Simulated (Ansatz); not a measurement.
## InP, space group F-43m: a band structure, step by step

With the Ansatz DFT code, driven from Python.

Run as a notebook:

**Cell 1**
```python
import ansatz as az
import matplotlib.pyplot as plt
import numpy as np
```

**Cell 2**
```python
vectors = np.array([
    [0.0, 2.9305, 2.9305],
    [2.9305, 0.0, 2.9305],
    [2.9305, 2.9305, 0.0],
])
structure = (
    az.Lattice.of(vectors)
    .atom("In", (0.0, 0.0, 0.0))
    .atom("P", (0.25, 0.25, 0.25))
)
```

**Cell 3**
```python
[site.symbol for site in structure.resolved().sites]
```
Output:
```text
['In', 'P']
```

**Cell 4**
```python
# high-symmetry points in fractions of the reciprocal vectors
path = [
    ("K", (-0.375, 0.0, 0.375)),
    ("G", (0.0, 0.0, 0.0)),
    ("L", (0.0, 0.0, 0.5)),
    ("W", (-0.5, -0.25, 0.25)),
    ("X", (-0.5, -0.5, 0.0)),
]
model = (
    structure.calculation()
    .functional("r2scan")
    .pseudopotentials("nc")
    .kpoints(5, 5, 5, shift=0.5)
    .occupations("fixed")
    .mixing("anderson")
    .scf(tolerance=1e-05, max_iterations=200, self_checks="low")
    .band_structure([point for _, point in path], intervals=4)
    .scf(extra_bands=6)
)
out = model.run(threads=1, backend="cpu")
r = out.report
```
Output:
```text
DeckWarning: basis.ecutwfc = 1220 eV, auto-derived from the records' recommended cutoffs: set by In (normal level)
DeckWarning: crystal.symmetry: narrowed to the stabiliser of the k-point mesh — unitary ops 24 → 6; excluded 18 operations that carry a point of the 5×5×5 mesh (shift [0.5, 0.5, 0.5]) off the mesh [...]
```

**Cell 5**
```python
r["published_state_doubts"]
```
Output:
```text
[]
```

**Cell 6**
```python
for key in ("converged", "n_iterations", "n_electrons", "n_kpoints", "n_pw", "n_symmetry_ops", "free_energy_ev", "fermi_energy_ev"):
    print(f"{key:18s} {r[key]}")

bands = out.band_structure()
fermi = bands.fermi_energy_ev
print(f"zero of the bands: {fermi:.3f} eV, the Fermi level found on the SCF mesh")
reciprocal = 2 * np.pi * np.linalg.inv(out.lattice.cell_ang).T
steps = np.linalg.norm(np.diff(bands.kpoints_frac @ reciprocal, axis=0), axis=1)
distance = np.concatenate([[0], np.cumsum(steps)])
fig, ax = plt.subplots(figsize=(5, 4))
for channel, colour in zip(bands.channels, ("C0", "C3")):
    ax.plot(distance, channel.eigenvalues_ev - fermi, colour, lw=1)
ax.set_xticks(distance[::4], [label for label, _ in path])
ax.set(ylim=(-6, 6), ylabel="E - E_F (eV)", xlim=(0, distance[-1]))
ax.grid(axis="x")
fig.savefig("bands.png", dpi=100)
first = bands.channels[0].eigenvalues_ev - fermi
near = np.argsort(np.abs(first.mean(axis=0)))[:4]
for band in sorted(near):
    print(f"band {band + 1}: {first[:, band].min():.3f} to {first[:, band].max():.3f} eV")
```
Output:
```text
converged          True
n_iterations       7
n_electrons        18.0
n_kpoints          19
n_pw               4909
n_symmetry_ops     6
free_energy_ev     -2096.830864675483
fermi_energy_ev    6.74838320161548
zero of the bands: 6.748 eV, the Fermi level found on the SCF mesh
band 7: -5.747 to 0.126 eV
band 8: -3.283 to 0.127 eV
band 9: -2.870 to 0.127 eV
band 10: 1.289 to 4.705 eV
```

Notes:
- The settings weren't tested for convergence.
- Such functionals run on norm-conserving files made under PBE, which can move pressures by some GPa.
- With fixed filling the reported Fermi level is the top filled level among the k-points of the SCF.
- The zero of the levels is a convention of the potentials, so an absolute Fermi energy is no work function.
- Of the deposited cell: the entry's cell lengths or inner coordinates differ somewhat from later room-temperature determinations.
- The structure is a deposited one; some such entries were measured under pressure or heat, so a shift against it needn't be the functional's error alone.
- Levels are Kohn-Sham eigenvalues on this mesh, without spin-orbit coupling.
- Warnings are shown shortened and without file and line.
- It ran for 21 s on 1 thread of Arm Neoverse V1, with other jobs on the host, peak memory 0.44 GiB.
